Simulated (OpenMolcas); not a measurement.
**Cu⁴⁺ among point charges: CASSCF and CASPT2 levels and susceptibility**

Aim: the splitting of the states of Cu⁴⁺ in the field of 4 point charges, its lowest levels with spin-orbit coupling and its magnetic susceptibility.

Program: OpenMolcas 26.06. Level of theory: state-averaged CASSCF and CASPT2, spin-orbit coupling by RASSI with atomic mean-field integrals. These are calculated values, not measurements, unless marked.

### 1 Starting point

```
Species                           : Cu⁴⁺ (copper, Z = 29, 25 electrons)
Basis                             : ANO-RCC-VDZP [5s4p2d1f], 34 functions
Scalar Hamiltonian                : DKH2, point nucleus
Inactive shells                   : 1s 2s 2p 3s 3p
Active space                      : 7 electrons in 5 orbitals (3d)
Some configurations of this space : 3d⁷
Orbitals                          : optimised for each spin and parity, averaged over all roots
```

The outer shells:

3d7
```
3d [↑↓][↑↓][↑ ][↑ ][↑ ]
```

The ion sits among 4 point charges of -2 e arranged as a tetrahedron (Td), 1.76 Å from the ion.

The work runs as a chain of OpenMolcas steps in one folder; each step below is one input file. Labels, J, g values, rates, χT and fits are worked out afterwards by a script from the matrices that RASSI stores.

### 2 One- and two-electron integrals

a.inp

```
&GATEWAY
Coord
1

Cu 0.0 0.0 0.0
Basis=ANO-RCC-VDZP
Group=NoSym
NoMove
AngMom=0.0 0.0 0.0
AMFI
XField
4 Angstrom 0
1.016136 1.016136 1.016136 -2.000000
1.016136 -1.016136 -1.016136 -2.000000
-1.016136 1.016136 -1.016136 -2.000000
-1.016136 -1.016136 1.016136 -2.000000
&SEWARD
```

### 3 Reference wave functions, quartets, 10 roots

a.inp

```
&RASSCF
FileOrb=start.orb
Symmetry=1
Spin=4
nActEl=7 0 0
Inactive=9
Ras2=5
CIRoot=10 10 1
SDav=10
CIMx=300
Iter=120 100
PrWF=0.3
OrbListing=Nothing
MaxOrb=0
>>> COPY $Project.JobIph JOB001
```

start.orb holds the contracted functions of the basis, ordered by shell, or the orbitals of the step before.

### 4 CASSCF: doublets, 40 roots

a.inp

```
&RASSCF
FileOrb=start.orb
Symmetry=1
Spin=2
nActEl=7 0 0
Inactive=9
Ras2=5
CIRoot=40 40 1
SDav=40
CIMx=300
Iter=120 100
PrWF=0.3
OrbListing=Nothing
MaxOrb=0
>>> COPY $Project.JobIph JOB002
```

### 5 RASSI: spin-orbit coupling between the states

a.inp

```
&RASSI
NrOfJobIphs=2 10 40
1 2 3 4 5 6 7 8 9 10
1 2 3 4 5 6 7 8 9 10 11 12 13 14 15 16 17 18 19 20 21 22 23 24 25 26 27
28 29 30 31 32 33 34 35 36 37 38 39 40
IphNames
JOB001
JOB002
EJob
SpinOrbit
DIPRint=1.0
SOCoupling=1000.0
Subsets=2
Property=9
'ANGMOM' 1 'ANGMOM' 2 'ANGMOM' 3 'MLTPL  1' 1 'MLTPL  1' 2 'MLTPL  1' 3
'AMFI' 1 'AMFI' 2 'AMFI' 3
SOProperty=3
'ANGMOM' 1 'ANGMOM' 2 'ANGMOM' 3
```

### 6 CASPT2: IPEA 0.25, imaginary shift 0.1 (closed shells correlated: 3s 3p)

a.inp

```
>>> COPY JOB001 $Project.JobIph
&CASPT2
Multistate=10 1 2 3 4 5 6 7 8 9 10
NoMult
Frozen=5
IPEA=0.25
Imaginary=0.1
MaxIter=60
WThr=0.0 0.3 0.05
PrWF=0.5
NoMix
>>> COPY JOB002 $Project.JobIph
&CASPT2
Multistate=40 1 2 3 4 5 6 7 8 9 10 11 12 13 14 15 16 17 18 19 20 21 22
23 24 25 26 27 28 29 30 31 32 33 34 35 36 37 38 39 40
NoMult
Frozen=5
IPEA=0.25
Imaginary=0.1
MaxIter=60
WThr=0.0 0.3 0.05
PrWF=0.5
NoMix
```

(Steps that only read results are left out.)

What does the calculation give? Wanted: spin-free ground state; first state of the same spin within the active space; lowest level; next level.

As calculated:

```
                                            quantity                                                                        value
                                              method  SS-CASPT2, IPEA 0.25, imaginary shift 0.1 (closed shells correlated: 3s 3p)
                              spin-free ground state                                              4A2, 1-fold in its orbital part
first state of the same spin within the active space                                                             4T2 at 1600 cm⁻¹
                                        lowest level                                                                    4-fold Γ8
                                          next level                                                                  1197.1 cm⁻¹
                                         χT at 300 K                                                               4.31 cm³ K/mol
                           effective moment at 300 K                                                                      5.87 μB
```

Cost by method:

```tsv
method	time of its own steps	time with the reference
A. CASSCF	18 s	18 s
B. SS-CASPT2, IPEA 0.25, imaginary shift 0.1, +3s 3p	7.3 s	26 s
```

Times are of one thread on a shared host.

**Reading.** The spin-free ground state (4A2) comes to 100 % from free-ion F terms and keeps the highest spin of the shell. χT at 300 K is 4.31, against 1.88 cm³ K/mol for the spin alone, so orbital moment adds to it. CASPT2 does not keep the components of a term degenerate, and the means are used. The field of point charges can differ much from that of real complexes. Point charges carry no covalency, so the field is a model and not that of real ligands.
